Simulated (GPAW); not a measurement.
AlCr2C, 8 atoms in the cell. The structure is hexagonal, space group P6_3/mmc (No. 194). The conventional cell has a = 2.825 Å, b = 2.825 Å, c = 12.601 Å, α = 90.00°, β = 90.00°, γ = 120.00°. Cr (site symmetry 3m) is surrounded by 3 C at 1.95 Å. Around Al (site symmetry -6m2) lie 6 Cr at 2.64 Å and 6 Al at 2.83 Å. Around C (site symmetry -3m) lie 6 Cr at 1.95 Å. The cell comes from a database or a generator and needn't be the stable form of this composition.

* Program: GPAW 26.7.0
* Task: single point
* Functional: PBE
* Potentials or basis: GPAW PAW data sets (gpaw-data 1.2.1)
* Cutoff: 600 eV
* Basis: pw
* k mesh: 9 × 9 × 2
* Occupations: fermi-dirac, width 0.05 eV
* Spin: collinear spin, ferromagnetic start
* Starting moments: [4.0, 4.0, 4.0, 4.0, 0.0, 0.0, 0.0, 0.0] μB
* Maxiter: 120
* Convergence: default

Potentials or basis: GPAW PAW data sets (gpaw-data 1.2.1), pw.

Launch:

```sh
$ OMP_NUM_THREADS=1 python run.py
```

Hardware: 1 thread of Arm Neoverse V1 (shared host).

**Question.** Estimate the wall time of this run.

**Answer.** Wall time 4.6 min on 1 thread of Arm Neoverse V1, on a shared host, peak memory 0.29 GiB. Counts: scf iterations 28, plane waves 2935, bands 42, k points 24.
